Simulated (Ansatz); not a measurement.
Runs of Ansatz 0.2.0 on Tl3S. The structure is tetragonal, space group I4/mmm (No. 139). Conventional cell: a = 4.702 Å, b = 4.702 Å, c = 10.286 Å, α = 90.00°, β = 90.00°, γ = 90.00°. Around Tl (site symmetry 4/mmm) lie 4 S at 3.32 Å and 8 Tl at 3.48 Å. Tl (site symmetry -4m2) has 8 Tl at 3.32 to 3.48 Å and 4 S at 3.48 Å as nearest neighbours. S (site symmetry 4/mmm) has 12 Tl at 3.32 to 3.48 Å as nearest neighbours. The cell comes from a database or a generator and needn't be the stable form of this composition.

```csv
share of exact exchange,gap on the mesh (eV),pressure (GPa)
0.15,none,-0.5
0.05,none,(b)
0.4,none,-1.3
0.5,none,-1.6
0.2,none,-0.7
0.1,none,(c)
0.3,none,(a)
0.25,none,-0.8
```

Alike in all rows: task single point; level HSE06 form with a typed share of exact exchange; potentials or basis Ansatz PAW; no spin polarisation; cell as given; k mesh 4 × 4 × 4; cutoff (eV) 420; smearing fermi-dirac 0.05 eV; the mesh is coarse, so values aren't converged.

**Question.** Fill in the values left out.

**Answer.** (a) -1.0; (b) -0.1; (c) -0.3.

Caveats: all runs use coarse meshes; the PAW data sets come from PBE, with cores solved anew for the run's functional, which leaves a small shift of forces and pressure; the thresholds are loose for stress.

A k mesh can miss the band edges, and the runs leave out spin-orbit coupling on Tl.

A gap of «none» marks a metal or a gap under the smearing width.
